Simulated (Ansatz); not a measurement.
Hf2Pd2Se2Br2O3:

```xyz
11
Lattice="7.5867 -1.7097 -1.1758 7.5867 1.7097 -1.1758 -2.0245 0.0000 13.0516" Properties=species:S:1:pos:R:3 pbc="T T T"
Hf   14.2165    0.0000   -1.4206
Hf    8.6262    0.0000    2.2691
Pd    1.6873    0.0000    6.2302
Pd    3.3945    0.0000    8.9390
Se   12.2827    0.0000    8.8683
Se   10.7952    0.0000    5.8168
Br    8.8069    0.0000   -0.7891
Br    3.1532    0.0000    3.1608
O     8.2058    0.0000    4.0943
O     5.7021    0.0000    0.0464
O     0.0207    0.0000    2.8206
```

The cell was built by a generator and needn't be a form met in nature.

Base run:

| Item | Value |
| --- | --- |
| Program | Ansatz 0.2.0 |
| Functional | PBE |
| Potentials or basis | Ansatz PAW |
| Cutoff | 420 eV (not typed: the program's choice for these potentials) |
| k mesh | 8 × 8 × 2 |
| Occupations | fermi-dirac, width 0.05 eV |
| Spin | no spin polarisation |
| Hubbard terms | Hf d U = 4 eV, Pd d U = 4 eV |

Its results: band gap on the k mesh 1.20 eV, indirect (least direct gap 1.24 eV); pressure 1.3 GPa; largest force 0.370 eV/Å.

The run is repeated on the same cell with these changes: hubbard terms from Hf d U = 4 eV, Pd d U = 4 eV to Hf d U = 6 eV, Pd d U = 6 eV. What comes out?

Band gap on the k mesh 1.27 eV, indirect (least direct gap 1.31 eV); pressure 2.1 GPa; largest force 0.563 eV/Å.

Caveats: spin-orbit coupling is left out, which moves the levels of the heavy elements.

A k mesh can miss the band edges.
